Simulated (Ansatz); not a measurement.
# C₃H₈MgO: basis-set convergence

The task here is to estimate one member of a computed series from the others.

Program: Ansatz 0.2.0, Gaussian basis. Level of theory: one geometry, several basis sets. These are calculated values, not measurements.

The runs, in order: PBE0-D4/def2-SVP; ωB97M-V/def2-SVP; PBE0-D4/def2-QZVPP; ωB97M-V/def2-QZVPP; the functionals' def2-TZVPP values are taken from earlier runs.

**The geometry**

The geometry comes from an earlier relaxation with PBE0-D4 in a triple-zeta def2 set; it is a stationary point, not always the lowest conformer.

SMILES `C[CH2][Mg][O]C`, 13 atoms, charge 0, spin multiplicity 1.

Atoms are counted from 1 here; the program's logs count them from 0.

Bond lengths: C1–C2 1.530 Å, C1–H6 1.094 Å, C1–H7 1.094 Å, C1–H8 1.097 Å, C2–Mg3 2.090 Å, C2–H9 1.097 Å, C2–H10 1.097 Å, Mg3–O4 1.768 Å, O4–C5 1.375 Å, C5–H11 1.100 Å, C5–H12 1.100 Å, C5–H13 1.100 Å. Angles: C2–C1–H6 112.1°, C2–C1–H7 112.1°, C2–C1–H8 112.4°, H6–C1–H7 106.6°, H6–C1–H8 106.6°, H7–C1–H8 106.6°, C1–C2–Mg3 116.6°, C1–C2–H9 109.7°, C1–C2–H10 109.7°, Mg3–C2–H9 107.6°, Mg3–C2–H10 107.6°, H9–C2–H10 104.9°, C2–Mg3–O4 179.8°, Mg3–O4–C5 179.9°, O4–C5–H11 111.9°, O4–C5–H12 111.9°, O4–C5–H13 111.9°, H11–C5–H12 107.0° and more.

The first run:

Contents of in.yaml:

```yaml
crystal:
  periodic: [false, false, false]
  atoms:
    - {symbol: C, position_ang: [-0.023139, 2.479640, 1.104520]}
    - {symbol: C, position_ang: [0.664698, 1.139382, 1.371894]}
    - {symbol: Mg, position_ang: [0.203834, -0.426504, 0.066174]}
    - {symbol: O, position_ang: [-0.181583, -1.755611, -1.034778]}
    - {symbol: C, position_ang: [-0.483214, -2.787205, -1.892394]}
    - {symbol: H, position_ang: [-1.113331, 2.399500, 1.153308]}
    - {symbol: H, position_ang: [0.217756, 2.875133, 0.113120]}
    - {symbol: H, position_ang: [0.267482, 3.250203, 1.828758]}
    - {symbol: H, position_ang: [1.753475, 1.273563, 1.358828]}
    - {symbol: H, position_ang: [0.433932, 0.802052, 2.390013]}
    - {symbol: H, position_ang: [0.070556, -3.704250, -1.641462]}
    - {symbol: H, position_ang: [-1.553366, -3.041705, -1.867467]}
    - {symbol: H, position_ang: [-0.236601, -2.538800, -2.935512]}
basis:
  gaussian: {orbitals: def2-SVP}
hamiltonian: {xc: pbe0, dispersion: d4}
output: {orbitals: {seedname: orbitals}}
```

Steps of the session up to this table: PBE0-D4 in def2-SVP; ωB97M-V in def2-SVP; PBE0-D4 in def2-QZVPP; ωB97M-V in def2-QZVPP.

One of the session's tables, all rows but one given; the rest of the session is left out.

It belongs to the step «Density functionals: the series». 

| functional | basis | HOMO (eV) |
| --- | --- | --- |
| PBE0-D4 | def2-SVP | ? |
| PBE0-D4 | def2-TZVPP | -6.70 |
| PBE0-D4 | def2-QZVPP | -6.69 |
| ωB97M-V | def2-SVP | -8.93 |
| ωB97M-V | def2-TZVPP | -8.93 |
| ωB97M-V | def2-QZVPP | -8.92 |

Q: Estimate the row for PBE0-D4, def2-SVP from the others.

**Answer.** HOMO (eV): -6.71. In the column «HOMO (eV)» it lies between ωB97M-V, def2-QZVPP (-8.92) and PBE0-D4, def2-TZVPP (-6.70).
